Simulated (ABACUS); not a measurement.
The system is HfIn4SiO6.

```
CELL_PARAMETERS angstrom
5.69867 0.00381 0.01559
-0.70506 6.10815 -0.00575
-2.73718 -1.39557 6.63076
ATOMIC_POSITIONS crystal
Hf 0.11793 0.01556 0.13292
In 0.38842 0.99901 0.72891
In 0.75865 0.00842 0.49586
In 0.23461 0.48841 0.53300
In 0.59649 0.48211 0.20528
Si 0.86778 0.44029 0.85544
O 0.55316 0.38738 0.79290
O 0.93454 0.38483 0.65596
O 0.98414 0.26218 0.00347
O 0.99083 0.69806 0.98452
O 0.08665 0.06493 0.39374
O 0.48680 0.10883 0.21799
```

The cell was built by a generator and needn't be a form met in nature.

Base run:

```yaml
Program: ABACUS 3.10.1
Functional: PBE
Potentials_or_basis: SG15 ONCV 1.2 PBE
Cutoff: 1143 eV
Density_cutoff: 4572 eV
Basis: plane waves
k_mesh: 3 × 3 × 3
Occupations: fermi-dirac, width 0.05 eV
Spin: no spin polarisation
```

Its results: band gap on the k mesh 1.00 eV, indirect (least direct gap 1.15 eV); pressure 0.2 GPa; largest force 0.171 eV/Å.

Task: The run is repeated on the same cell with these changes: functional from PBE to LDA; potentials or basis from SG15 ONCV 1.2 PBE to PseudoDojo NC SR 0.4.1 LDA standard; valence electrons from 118 to 104. What comes out?

Result: Band gap on the k mesh 0.98 eV, indirect (least direct gap 1.17 eV); pressure -6.7 GPa; largest force 0.708 eV/Å.

Caveats: spin-orbit coupling is left out, which moves the levels of the heavy elements; an odd mesh through Γ misses points on the zone boundary, where band edges often lie; there are fewer bands than atomic start orbitals, so a level may be missed at k points of high symmetry (some runs).

Not every run made on this cell is shown here.
